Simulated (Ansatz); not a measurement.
# CHBOSe (SMILES [Se]=C1BO1): functionals against CCSD(T) at one geometry

How do the functionals fare away from a minimum? The structure is a structure displaced at random from a GFN2-xTB minimum.

Program: Ansatz 0.2.0, Gaussian basis. Level of theory: single points in def2-TZVPP. These are calculated values, not measurements.

Cores are frozen in the correlated methods. Filled d shells of the heavier atoms are correlated.

## 1. The starting structure

5 atoms, charge 0, spin multiplicity 1.

Atoms are counted from 1 here; the program's logs count them from 0.

Bond lengths: Se1–C2 1.720 Å, C2–B3 1.474 Å, C2–O4 1.399 Å, B3–O4 1.330 Å, B3–H5 1.153 Å. Angles: Se1–C2–B3 173.6°, Se1–C2–O4 131.3°, B3–C2–O4 55.1°, C2–B3–O4 59.6°, C2–B3–H5 160.7°, O4–B3–H5 139.7°, C2–O4–B3 65.3°.

Geometry (Å):

```
Se   -2.3291   -0.3525   -0.2203
C    -0.6426   -0.0570   -0.0611
B     0.7689    0.3538    0.0417
O     0.4266   -0.9231    0.1919
H     1.7097    1.0202    0.0576
```

## 2. CCSD(T)/def2-TZVPP

The input, run/in.yaml:

```yaml
crystal:
  periodic: [false, false, false]
  atoms:
    - {symbol: Se, position_ang: [-2.329100, -0.352500, -0.220300]}
    - {symbol: C, position_ang: [-0.642600, -0.057000, -0.061100]}
    - {symbol: B, position_ang: [0.768900, 0.353800, 0.041700]}
    - {symbol: O, position_ang: [0.426600, -0.923100, 0.191900]}
    - {symbol: H, position_ang: [1.709700, 1.020200, 0.057600]}
basis:
  gaussian: {orbitals: def2-TZVPP}
correlation: {method: ccsd_t}
output: {forces: true}
```

No record of the launch command was kept for these runs.

## 3. PBE0-D4/def2-TZVPP

run/in.yaml, as its differences from that of step 2:

```diff
@@ -10,3 +10,3 @@
   gaussian: {orbitals: def2-TZVPP}
-correlation: {method: ccsd_t}
-output: {forces: true}
+hamiltonian: {xc: pbe0, dispersion: d4}
+output: {forces: true, orbitals: {seedname: orbitals}}
```

## 4. wB97M-V/def2-TZVPP

run/in.yaml, as its differences from that of step 3:

```diff
@@ -10,3 +10,3 @@
   gaussian: {orbitals: def2-TZVPP}
-hamiltonian: {xc: pbe0, dispersion: d4}
-output: {forces: true, orbitals: {seedname: orbitals}}
+hamiltonian: {xc: {name: wB97M-V}}
+output: {forces: true}
```

## 5. r2SCAN-D4/def2-TZVPP

run/in.yaml, as its differences from that of step 4:

```diff
@@ -10,3 +10,3 @@
   gaussian: {orbitals: def2-TZVPP}
-hamiltonian: {xc: {name: wB97M-V}}
+hamiltonian: {xc: r2scan, dispersion: d4}
 output: {forces: true}
```

## 6. PBE-D4/def2-TZVPP

run/in.yaml, as its differences from that of step 5:

```diff
@@ -10,3 +10,3 @@
   gaussian: {orbitals: def2-TZVPP}
-hamiltonian: {xc: r2scan, dispersion: d4}
+hamiltonian: {xc: pbe, dispersion: d4}
 output: {forces: true}
```

## 7. SPW92/def2-TZVPP

run/in.yaml, as its differences from that of step 6:

```diff
@@ -10,3 +10,3 @@
   gaussian: {orbitals: def2-TZVPP}
-hamiltonian: {xc: pbe, dispersion: d4}
+hamiltonian: {xc: lda}
 output: {forces: true}
```

## 8. LC-wPBE/def2-TZVPP

run/in.yaml, as its differences from that of step 7:

```diff
@@ -10,3 +10,3 @@
   gaussian: {orbitals: def2-TZVPP}
-hamiltonian: {xc: lda}
+hamiltonian: {xc: {name: LC-wPBE}}
 output: {forces: true}
```

(Steps that only read results are left out.)

Before running it: what results should come out? Wanted: energy less free atoms, CCSD(T)/def2-TZVPP; RMS force component; RMS force error; HOMO and LUMO, PBE0-D4; T1 diagnostic.

As calculated:

| quantity | value |
| --- | --- |
| energy less free atoms, CCSD(T)/def2-TZVPP | -1872.1 kJ/mol |
| RMS force component | 0.453 to 0.948 eV/Å over the methods |
| RMS force error | PBE0-D4 0.353, wB97M-V 0.320, r2SCAN-D4 0.154, PBE-D4 0.159, SPW92 0.352, LC-wPBE 0.522 eV/Å |
| HOMO and LUMO, PBE0-D4 | -6.54 and -2.66 eV |
| T1 diagnostic | 0.017 |

In words: Against CCSD(T) the functionals' energies less atoms differ by -492.5 to -67.4 kJ/mol, PBE-D4 by -193.4 kJ/mol. A larger basis would deepen the CCSD(T) value, while the functionals are nearly converged already, so the order here is not reliable. For forces r2SCAN-D4 does best and LC-wPBE worst. Frozen-core CCSD(T) forces in triple zeta carry basis errors of their own, and this is one geometry, so small gaps rank nothing. The restricted Hartree–Fock reference is unstable towards an unrestricted one at one or more of these structures.
